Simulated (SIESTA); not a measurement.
SbS2:

```
Sb S
1.0
    -3.03071    3.03071    5.79760
     3.03071   -3.03071    5.79760
     3.03071    3.03071   -5.79760
Sb S
2 4
Direct
  0.00000 0.00000 0.00000
  0.75000 0.25000 0.50000
  0.64903 0.12500 0.02403
  0.37500 0.35097 0.47597
  0.10097 0.62500 0.97597
  0.87500 0.89903 0.52403
```

The cell comes from a database or a generator and needn't be the stable form of this composition.

Base run:

- Program: SIESTA 5.4.2
- Functional: PBEsol
- Potentials or basis: PseudoDojo 0.4 standard (PBEsol files)
- Basis: SZ (energy shift 0.003 Ry)
- Grid cutoff: 500 Ry
- Energy shift: 0.003 Ry
- k mesh: 6 × 6 × 6
- Occupations: fermi-dirac, width 0.05 eV
- Spin: no spin polarisation

Its results: band gap on the k mesh none (metal or under the smearing width); pressure 8.0 GPa; largest force 1.740 eV/Å.

Question: The run is repeated on the same cell with these changes: basis from SZ (energy shift 0.003 Ry) to SZP (energy shift 0.003 Ry). What comes out?

Answer: Band gap on the k mesh none (metal or under the smearing width); pressure 2.4 GPa; largest force 0.854 eV/Å.

Caveats: spin-orbit coupling is left out, which moves the levels of the heavy elements; the basis of atomic orbitals isn't converged, which shifts pressures, moduli and gaps; the basis has no polarisation orbitals (some runs); forces of over 1 eV/Å show positions far from the minimum, so gaps and moduli don't describe the material at rest (some runs).
